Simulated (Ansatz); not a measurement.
# C3H10OSn: the cost of one run

Method: the settings change from run to run; program: Ansatz 0.2.0, Gaussian basis.

## 1. The molecule

The structure was relaxed beforehand with PBE0-D4 in a triple-zeta def2 set. Sn takes a core potential in def2 sets; no spin-orbit term is included.

SMILES `CC(C)[O][SnH3]`, 15 atoms, charge 0, spin multiplicity 1.

Atoms are counted from 1 here; the program's logs count them from 0.

Bond lengths: C1–C2 1.519 Å, C1–H6 1.093 Å, C1–H7 1.093 Å, C1–H8 1.095 Å, C2–C3 1.515 Å, C2–O4 1.413 Å, C2–H9 1.104 Å, C3–H10 1.091 Å, C3–H11 1.093 Å, C3–H12 1.093 Å, O4–Sn5 1.967 Å, Sn5–H13 1.700 Å, Sn5–H14 1.708 Å, Sn5–H15 1.710 Å. Angles: C2–C1–H6 111.1°, C2–C1–H7 110.0°, C2–C1–H8 111.5°, H6–C1–H7 108.6°, H6–C1–H8 107.5°, H7–C1–H8 108.1°, C1–C2–C3 111.7°, C1–C2–O4 111.5°, C1–C2–H9 108.3°, C3–C2–O4 107.3°, C3–C2–H9 108.2°, O4–C2–H9 109.8°, C2–C3–H10 110.3°, C2–C3–H11 109.9°, C2–C3–H12 111.0°, H10–C3–H11 108.2°, H10–C3–H12 108.7°, H11–C3–H12 108.6° and more.

## 2. PBE0-DH/x2c-TZVPPall

Set apart from the defaults: atoms shaken by 0.08 Å, a grid of angular degree 11.

Input file in.yaml:

```yaml
crystal:
  periodic: [false, false, false]
  atoms:
    - {symbol: C, position_ang: [-0.932759, -1.072463, 0.049423]}
    - {symbol: C, position_ang: [0.011564, -0.293077, 0.472887]}
    - {symbol: C, position_ang: [1.268629, -0.743828, 1.404198]}
    - {symbol: O, position_ang: [0.732198, 0.313572, -0.511879]}
    - {symbol: Sn, position_ang: [-0.127221, 1.813719, -1.525662]}
    - {symbol: H, position_ang: [-1.389707, -1.751439, 0.769702]}
    - {symbol: H, position_ang: [-0.424597, -2.016652, -0.595949]}
    - {symbol: H, position_ang: [-1.707140, -0.739982, -0.650549]}
    - {symbol: H, position_ang: [-0.465060, 0.660295, 1.276943]}
    - {symbol: H, position_ang: [1.771496, -0.022064, 1.676181]}
    - {symbol: H, position_ang: [1.688389, -1.628670, 0.673058]}
    - {symbol: H, position_ang: [0.690712, -1.336853, 2.257180]}
    - {symbol: H, position_ang: [1.073723, 2.733906, -2.181153]}
    - {symbol: H, position_ang: [-1.006842, 0.898995, -2.714218]}
    - {symbol: H, position_ang: [-1.420045, 2.571904, -0.514966]}
basis:
  gaussian: {orbitals: x2c-TZVPPall, final_grid: {core_spheres: 5, valence_spheres: 4, degree: 11}}
hamiltonian: {xc: {name: PBE0-DH}}
```

Started as:

```console
ansatz run in.yaml --threads 4 --pin off --events-out ev --progress --plain --max-ram 11315MiB
```

Q: Estimate wall time and peak memory on 4 threads of Arm Neoverse V2, shared host.

About 11 s, with a peak of 1.2 GiB.
